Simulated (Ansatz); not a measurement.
# CH6S2Si, SMILES CS[SiH2]S: harmonic frequencies at the relaxed geometry

With the Ansatz DFT code, driven from Python.

The cells in order, each with its output:

In [1]:
```python
import ansatz as az
from ase import Atoms
from ase.thermochemistry import IdealGasThermo
import numpy as np
```

In [2]:
```python
molecule = (
    az.Crystal.molecule()
    .atom("C", [-1.17, 1.1107, -0.5316])
    .atom("S", [-0.1892, 0.9639, 0.9242])
    .atom("Si", [0.4717, -1.0551, 0.7759])
    .atom("S", [1.9515, -1.1562, -0.848])
    .atom("H", [-0.6267, 1.0209, -1.473])
    .atom("H", [-1.6481, 2.1771, -0.553])
    .atom("H", [-2.012, 0.4345, -0.5336])
    .atom("H", [-0.6122, -1.9334, 0.5305])
    .atom("H", [1.2136, -1.4032, 2.0834])
    .atom("H", [2.7046, -0.2104, -0.3719])
)
```

In [3]:
```python
calc = molecule.calculation().basis(gaussian="def2-SVP").functional("pbe0").accuracy("medium")
symbols = [site.symbol for site in molecule.cartesian_sites]
start = np.array([site.position_ang for site in molecule.cartesian_sites], dtype=float)
def progress(event):
    if event["event"] == "relax_step":
        row = event["data"]
        print(f"step {row['step']:3d}  E = {row['lagrangian_ev']:.6f} eV  largest force component {row['allowed_force_max_ev_ang']:.4f} eV/A")
```

In [4]:
```python
data = calc.relax(force_tolerance=0.003).session().plan().execute(on_event=progress).report
end = np.array(data["positions_ang"])
```
```text
step   1  E = -30661.996787 eV  largest force component 2.4145 eV/A
step   2  E = -30662.189372 eV  largest force component 1.0427 eV/A
step   3  E = -30662.317303 eV  largest force component 0.5647 eV/A
step   4  E = -30662.267720 eV  largest force component 0.7276 eV/A
step   5  E = -30662.341492 eV  largest force component 0.1304 eV/A
step   6  E = -30662.339209 eV  largest force component 0.1420 eV/A
step   7  E = -30662.344385 eV  largest force component 0.0139 eV/A
step   8  E = -30662.343832 eV  largest force component 0.0757 eV/A
step   9  E = -30662.344785 eV  largest force component 0.0042 eV/A
step  10  E = -30662.344992 eV  largest force component 0.0157 eV/A
step  11  E = -30662.345065 eV  largest force component 0.0166 eV/A
step  12  E = -30662.345147 eV  largest force component 0.0074 eV/A
step  13  E = -30662.345153 eV  largest force component 0.0045 eV/A
step  14  E = -30662.345156 eV  largest force component 0.0013 eV/A
```

In [5]:
```python
print("final positions (A) and the move of each atom")
for symbol, xyz, old in zip(symbols, end, start):
    print(f"{symbol:2s} {xyz[0]:10.5f} {xyz[1]:10.5f} {xyz[2]:10.5f}   {np.linalg.norm(xyz - old):7.4f}")
```
```text
final positions (A) and the move of each atom
C    -1.17893    1.13607   -0.53698    0.0274
S    -0.35057    0.91556    1.07179    0.2240
Si    0.50557   -1.02109    0.80496    0.0561
S     1.81012   -1.14658   -0.90113    0.1513
H    -0.48606    0.92373   -1.36353    0.2030
H    -1.49225    2.18713   -0.59039    0.1606
H    -2.06665    0.49318   -0.61812    0.1165
H    -0.51604   -2.07110    0.52145    0.1682
H     1.21311   -1.29465    2.08753    0.1086
H     2.64491   -0.17344   -0.47268    0.1228
```

In [6]:
```python
minimum = az.Crystal.molecule()
for symbol, place in zip(symbols, end):
    minimum = minimum.atom(symbol, place.tolist())
vibrating = (
    minimum.calculation()
    .basis(gaussian="def2-SVP")
    .functional("pbe0")
    .accuracy("medium")
    .phonons(temperatures=(298.15, 498.15, 100))
)
vib = vibrating.run().report["vibrations"]
sums = vib["harmonic_sums"]
modes = [m["omega_inv_cm"] for m in sums["modes_at_gamma"] if m["rigid_motion"] == "no"]
print("frequencies (1/cm):", " ".join(f"{w:.0f}" for w in modes))
print("imaginary modes:", sum(w < 0 for w in modes), " zero-point energy:", round(sums["zero_point_energy_ev"], 4), "eV")
gas = IdealGasThermo(vib_energies=[w / 8065.544 for w in modes if w > 0], geometry="linear" if len(modes) == 3 * len(symbols) - 5 else "nonlinear",
                     atoms=Atoms(symbols, positions=end), symmetrynumber=1, spin=0.0)
print(f"H(298 K) - E = {gas.get_enthalpy(298.15, verbose=False):.4f} eV")
print(f"S(298 K, 1 bar) = {96485.33 * gas.get_entropy(298.15, 1e5, verbose=False):.1f} J/(mol K) with symmetry number 1")
```
```text
frequencies (1/cm): 86 126 147 198 276 475 507 548 672 728 782 863 911 968 982 1331 1446 1456 2238 2254 2712 3067 3181 3192
imaginary modes: 0  zero-point energy: 1.8068 eV
H(298 K) - E = 2.0264 eV
S(298 K, 1 bar) = 350.9 J/(mol K) with symmetry number 1
```

The settings weren't tested for convergence. The frequencies are harmonic and unscaled, in a modest basis. The result belongs to the one conformer reached from this start, and soft torsions count as harmonic oscillators. The entropy takes a symmetry number of 1; a symmetric molecule's is lower by R ln(sigma). Run time: 3.7 min on 1 thread of Arm Neoverse V2, on a shared host, peak memory 0.33 GiB.

(Lines on the test bed's own set-up are left out of the output.)
